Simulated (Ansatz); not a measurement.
# AuH₄NS (SMILES [NH3+][Au-][SH]): a rigid scan of the angle H4–N1–Au2

How does the energy rise as the angle H4–N1–Au2 leaves its equilibrium value, and do density functionals follow CCSD(T)? No other atom is relaxed.

Method: single points in def2-TZVPP; program: Ansatz 0.2.0, Gaussian basis.

Levels: PBE-D4, r2SCAN-D4, PBE0-D4, B3LYP-D4, wB97M-V, Hartree-Fock, MP2, CCSD, CCSD(T). The scan takes 93.2, 97.7, 102.2, 106.7, 111.2, 115.7, 120.2, 124.7, 129.2°.

Correlated methods freeze the cores. Filled d shells of the heavier atoms are correlated. Core potentials replace the inner electrons past krypton, and spin-orbit coupling is left out. B3LYP uses VWN-RPA correlation.

19 further runs of the same task are left out: 19 set aside as unsound or not needed.

## Step 1: Where the work starts

The minimum, relaxed at PBE0-D4: SMILES `[NH3+][Au-][SH]`, 7 atoms, charge 0, spin multiplicity 1.

Atoms are counted from 1 here; the program's logs count them from 0.

Bond lengths: N1–Au2 2.126 Å, N1–H4 1.014 Å, N1–H5 1.014 Å, N1–H6 1.014 Å, Au2–S3 2.250 Å, S3–H7 1.345 Å. Angles: Au2–N1–H4 111.2°, Au2–N1–H5 110.6°, Au2–N1–H6 110.9°, H4–N1–H5 108.0°, H4–N1–H6 108.1°, H5–N1–H6 107.9°, N1–Au2–S3 178.3°, Au2–S3–H7 96.7°.

Coordinates:

```xyz
7

N    -1.04285    0.65038   -0.73007
Au    0.34297   -0.35731    0.52864
S     1.76300   -1.42830    1.90652
H    -1.75641    0.01591   -1.07186
H    -0.56947    1.05103   -1.53264
H    -1.50327    1.40392   -0.23119
H     2.82734   -1.40372    1.08480
```

Energies of the minimum (eV), from earlier single points: PBE-D4 -16081.95321, r2SCAN-D4 -16087.29789, PBE0-D4 -16081.64155, B3LYP-D4 -16089.37207, wB97M-V -16083.34468, CCSD(T) -16062.01150.

At the minimum the angle H4–N1–Au2 is 111.2°.

## Step 2: H4–N1–Au2 = 93.2°

Contents of ccsdt-tzvpp/in.yaml:

```yaml
crystal:
  periodic: [false, false, false]
  atoms:
    - {symbol: N, position_ang: [-1.042852, 0.650381, -0.730071]}
    - {symbol: Au, position_ang: [0.342966, -0.357314, 0.528642]}
    - {symbol: S, position_ang: [1.762995, -1.428296, 1.906519]}
    - {symbol: H, position_ang: [-1.587914, -0.188395, -0.897096]}
    - {symbol: H, position_ang: [-0.569475, 1.051025, -1.532644]}
    - {symbol: H, position_ang: [-1.503265, 1.403919, -0.231188]}
    - {symbol: H, position_ang: [2.827339, -1.403722, 1.084798]}
basis:
  gaussian: {orbitals: def2-TZVPP}
correlation: {method: ccsd_t}
```

No record of the launch command was kept for these runs.

After this run come: H4–N1–Au2 = 97.7°; H4–N1–Au2 = 102.2°; H4–N1–Au2 = 106.7°; H4–N1–Au2 = 111.2°; H4–N1–Au2 = 115.7°; H4–N1–Au2 = 120.2°; H4–N1–Au2 = 124.7°; H4–N1–Au2 = 129.2°.

Q: Predict the outcome of this session. Wanted: highest point, CCSD(T); lowest point, CCSD(T); minimum along the scan, CCSD(T); RMS deviation from CCSD(T); largest T1 diagnostic.

**Answer**, as computed:

| quantity | value |
| --- | --- |
| highest point, CCSD(T) | 16.4 kJ/mol at 129.2° |
| lowest point, CCSD(T) | 0.0 kJ/mol at 111.2° |
| minimum along the scan, CCSD(T) | 112.0° |
| curvature there | 1.08 meV/deg² |
| RMS deviation from CCSD(T) | PBE-D4 1.1, r2SCAN-D4 0.9, PBE0-D4 0.8, B3LYP-D4 0.6, wB97M-V 0.5, Hartree-Fock 1.0, MP2 0.5, CCSD 0.2 kJ/mol |
| largest T1 diagnostic | 0.014 |

What this shows: A polynomial through the near points puts the CCSD(T) minimum 0.8° above the PBE0-D4 value. Curvature against CCSD(T): PBE-D4 -8 %, Hartree-Fock +9 %. The curve of CCSD lies nearest to CCSD(T), that of PBE-D4 farthest.
